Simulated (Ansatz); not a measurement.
# F2H2OSeZr: up Jacob's ladder to CCSD(T)

The task here is to estimate one member of a computed series from the others.

The runs use Ansatz 0.2.0, Gaussian basis; functionals in def2-TZVPP, the program's frozen cores in correlated methods.

Levels to be run: LDA (SPW92), PBE-D4, revPBE-D4, BLYP-D4, r2SCAN-D4, B97M-V, PBE0-D4, B3LYP-D4, r2SCANh-D4, r2SCAN0-D4, HSE06-D4, BHLYP-D4, CAM-B3LYP-D4, LC-ωPBE, ωB97X-V, ωB97M-V, B2PLYP, PBE-QIDH; CCSD(T)/def2-SVP; CCSD(T)/def2-TZVPP; MP2/def2-QZVPP; extrapolation to the limit; RPA on PBE.

## Structure used throughout

An earlier PBE0-D4 in a triple-zeta def2 set relaxation fixed the geometry. Zr takes the def2 core potential; no spin-orbit term is included.

SMILES `[OH][Zr]([F])([F])[SeH]`, 7 atoms, charge 0, spin multiplicity 1.

Atoms are counted from 1 here; the program's logs count them from 0.

Bond lengths: O1–Zr2 1.895 Å, O1–H6 0.954 Å, Zr2–F3 1.899 Å, Zr2–F4 1.899 Å, Zr2–Se5 2.596 Å, Se5–H7 1.472 Å. Angles: Zr2–O1–H6 168.4°, O1–Zr2–F3 111.4°, O1–Zr2–F4 111.5°, O1–Zr2–Se5 107.6°, F3–Zr2–F4 107.0°, F3–Zr2–Se5 109.7°, F4–Zr2–Se5 109.6°, Zr2–Se5–H7 88.2°.

As a file:

```xyz
7
charge 0, multiplicity 1
O    -1.13443    0.38361    0.91279
Zr    0.16159   -0.65482    0.00107
F     1.34163   -1.51374    1.21545
F    -0.64947   -2.01674   -1.04402
Se    1.50583    0.94458   -1.54055
H    -1.83585    0.73881    1.45252
H     0.67189    2.05030   -1.04296
```

The first run:

The input, in.yaml:

```yaml
crystal:
  periodic: [false, false, false]
  atoms:
    - {symbol: O, position_ang: [-1.134425, 0.383613, 0.912794]}
    - {symbol: Zr, position_ang: [0.161587, -0.654824, 0.001068]}
    - {symbol: F, position_ang: [1.341629, -1.513739, 1.215449]}
    - {symbol: F, position_ang: [-0.649466, -2.016742, -1.044023]}
    - {symbol: Se, position_ang: [1.505834, 0.944583, -1.540552]}
    - {symbol: H, position_ang: [-1.835849, 0.738805, 1.452522]}
    - {symbol: H, position_ang: [0.671889, 2.050303, -1.042958]}
basis:
  gaussian: {orbitals: def2-TZVPP}
hamiltonian: {xc: lda}
output: {orbitals: {seedname: orbitals}}
```

The run is started by

```console
> ansatz run in.yaml --threads 4 --pin off --events-out ev --progress --plain --max-ram 10444MiB
```

Among the steps run: LDA; PBE-D4 (GGA); revPBE-D4 (GGA); BLYP-D4 (GGA); r2SCAN-D4 (meta-GGA); B97M-V (meta-GGA); B3LYP-D4 (hybrid); r2SCANh-D4 (hybrid); r2SCAN0-D4 (hybrid); HSE06-D4 (hybrid); BHLYP-D4 (hybrid); CAM-B3LYP-D4 (range-separated); LC-ωPBE (range-separated); ωB97X-V (range-separated); ωB97M-V (range-separated); B2PLYP (double hybrid); PBE-QIDH (double hybrid).

One table of the session follows, with a row left open; its other results are not shown here.

It belongs to the step «Frontier levels by functional». 

| functional | HOMO (eV) | gap (eV) |
| --- | --- | --- |
| LDA (SPW92) | -6.34 | 3.85 |
| PBE-D4 | -6.16 | 3.91 |
| revPBE-D4 | -6.09 | 3.94 |
| BLYP-D4 | -5.99 | 3.84 |
| r2SCAN-D4 | -6.44 | 4.37 |
| B97M-V | -6.46 | 4.39 |
| PBE0-D4 | -7.31 | 5.88 |
| B3LYP-D4 | -7.07 | 5.40 |
| r2SCANh-D4 | -6.86 | 5.09 |
| r2SCAN0-D4 | -7.50 | 6.18 |
| HSE06-D4 | -6.91 | 5.11 |
| BHLYP-D4 | -8.28 | 7.75 |
| CAM-B3LYP-D4 | -8.54 | 8.17 |
| LC-ωPBE | -9.86 | 10.70 |
| ωB97X-V | -9.53 | 10.23 |
| ωB97M-V | ? | ? |

Estimate the missing values for ωB97M-V.

As computed: HOMO (eV): -9.40; gap (eV): 9.74. In the column «HOMO (eV)» it lies between ωB97X-V (-9.53) and CAM-B3LYP-D4 (-8.54).
